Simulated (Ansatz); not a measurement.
# ClF₂GeH₃Si: how energies converge with the basis set

Aim: see how fast density functionals converge with the basis set for ClF₂GeH₃Si.

Computed with Ansatz 0.2.0, Gaussian basis. Level: one geometry, several basis sets.

The runs, in order: PBE0-D4/def2-SVP; ωB97M-V/def2-SVP; PBE0-D4/def2-QZVPP; ωB97M-V/def2-QZVPP; the functionals' def2-TZVPP values are taken from earlier runs.

## (1) The relaxed structure

All runs share one geometry, relaxed beforehand with PBE0-D4 in a triple-zeta def2 set.

SMILES `[F][Ge]([F])([SiH3])[Cl]`, 8 atoms, charge 0, spin multiplicity 1.

Atoms are counted from 1 here; the program's logs count them from 0.

Bond lengths: F1–Ge2 1.724 Å, Ge2–F3 1.724 Å, Ge2–Si4 2.383 Å, Ge2–Cl5 2.129 Å, Si4–H6 1.481 Å, Si4–H7 1.481 Å, Si4–H8 1.481 Å. Angles: F1–Ge2–F3 103.8°, F1–Ge2–Si4 112.3°, F1–Ge2–Cl5 106.2°, F3–Ge2–Si4 112.3°, F3–Ge2–Cl5 106.2°, Si4–Ge2–Cl5 115.2°, Ge2–Si4–H6 106.9°, Ge2–Si4–H7 107.6°, Ge2–Si4–H8 106.9°, H6–Si4–H7 111.8°, H6–Si4–H8 111.5°, H7–Si4–H8 111.8°.

## (2) PBE0-D4 in def2-SVP

Input file in.yaml:

```yaml
crystal:
  periodic: [false, false, false]
  atoms:
    - {symbol: F, position_ang: [1.561806, -0.565033, 1.692442]}
    - {symbol: Ge, position_ang: [1.073519, 0.071809, 0.166075]}
    - {symbol: F, position_ang: [2.014800, -0.818991, -0.971578]}
    - {symbol: Si, position_ang: [-1.266516, -0.174361, -0.208346]}
    - {symbol: Cl, position_ang: [1.796393, 2.073661, 0.098155]}
    - {symbol: H, position_ang: [-1.955962, 0.599621, 0.849136]}
    - {symbol: H, position_ang: [-1.584356, -1.618368, -0.127129]}
    - {symbol: H, position_ang: [-1.547683, 0.374562, -1.554556]}
basis:
  gaussian: {orbitals: def2-SVP}
hamiltonian: {xc: pbe0, dispersion: d4}
output: {orbitals: {seedname: orbitals}}
```

Started as:

```console
$ ansatz run in.yaml --threads 4 --pin off --events-out ev --progress --plain --max-ram 10444MiB
```

Further steps of the session: ωB97M-V in def2-SVP; PBE0-D4 in def2-QZVPP; ωB97M-V in def2-QZVPP.

**Question.** What will the summary of the whole plan be? Wanted: PBE0-D4: double and triple zeta above quadruple; ωB97M-V: double and triple zeta above quadruple.

As calculated:

| quantity | value |
| --- | --- |
| PBE0-D4: double and triple zeta above quadruple | 23.39, 2.18 eV |
| ωB97M-V: double and triple zeta above quadruple | 23.39, 2.09 eV |

In words: PBE0-D4 gains 21.22 eV from double to triple zeta, then 2.18 eV more. Total energies overstate the basis error of differences, where much of it tends to cancel. The LUMO of ωB97M-V is positive and keeps falling with the basis (1.24 to 0.63 eV): an unbound level that the basis holds in place.
